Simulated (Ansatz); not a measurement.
**GeO (singlet): wave-function methods side by side at distance Ge1–O2 = 2.584 Å, cc-pVTZ**

The task here is to estimate one member of a computed series from the others.

Method: cc-pVTZ, core rule «outside noble gas», up to 15 orbitals frozen; program: Ansatz 0.2.0, Gaussian basis.

Plan: UHF; CCSD(T) on RHF; CCSD(T) on UHF; BCCD(T) on RHF; CISD; CCSDT(Q) on RHF; CASSCF and NEVPT2, 2 electrons in 2 orbitals; CASSCF and NEVPT2, 10 electrons in 8 orbitals.

20 further runs of the same task are left out: 1 for a known fault of the program, 14 that didn't finish, 5 set aside as unsound or not needed.

### The system

The geometry derives from a PBE0/def2-TZVP stationary point (not a proven minimum). One bond is set to the value named and the two fragments are kept rigid. No spin-orbit coupling is included. The filled d shell of Ge may be among the frozen orbitals whatever the setting's name suggests; the logs give the count.

2 atoms, charge 0, spin multiplicity 1.

Atoms are counted from 1 here; the program's logs count them from 0.

No contacts short enough for the rule that draws bonds.

Set-up of the first run:

Input file in.yaml:

```yaml
crystal:
  periodic: [false, false, false]
  atoms:
    - {symbol: Ge, position_ang: [0.000000, 0.000000, 0.000000]}
    - {symbol: O, position_ang: [0.000000, 0.000000, 2.584000]}
basis:
  gaussian: {orbitals: cc-pVTZ}
magnetization: {spin_polarized: true, initial_magnetization: 0}
hamiltonian: {xc: hf}
output: {orbitals: {seedname: orbitals}}
```

Command:

```bash
$ ansatz run in.yaml --threads 1 --pin off --events-out ev --progress --plain --max-ram 2393MiB
```

Steps of the session up to this table: UHF; CCSD(T) on RHF; CCSD(T) on UHF; BCCD(T) on RHF; CISD; CCSDT(Q) on RHF; CASSCF and NEVPT2, 2 electrons in 2 orbitals; CASSCF and NEVPT2, 10 electrons in 8 orbitals.

One table of the session follows, with a row left open; its other results are not shown here.

```
        method  from RCCSDT(Q) (kJ/mol)
           UHF                   +830.2
          RMP2                        ?
          UMP2                   +268.4
          CISD                   +390.0
         RCCSD                   +216.4
         UCCSD                   +140.5
      RCCSD(T)                    +82.2
      UCCSD(T)                   +105.2
       BCCD(T)                    +69.4
        RCCSDT                    +83.8
     RCCSDT(Q)                        0
   CASSCF pair                   +931.1
   NEVPT2 pair                   +202.0
CASSCF valence                   +686.8
NEVPT2 valence                   +170.0
```

Q: Estimate the row for RMP2 from the others.

As computed: from RCCSDT(Q) (kJ/mol): +47.1. In the column «from RCCSDT(Q) (kJ/mol)» it lies between RCCSDT(Q) (0) and BCCD(T) (+69.4).

Left out of the table: RHF (another determinant or state than the rows shown).

Limits of these values: The determinant is far from a pure spin state, so its energy mixes those of several spin states (harmless only where they are near-degenerate, as at dissociation). The report flags that the cluster equations may have other roots. The program flags RCCSD(T), UCCSD(T), BCCD(T), RCCSDT(Q) as in doubt, so the zero of the table is itself unsure. Warnings: restricted reference is unstable; spin contamination; coupled cluster took another determinant than the lowest; large T1 diagnostic. Restricted and unrestricted rows rest on different reference determinants; where their highest levels disagree by more than a few hundredths of an eV, they describe different states and don't form one ladder.
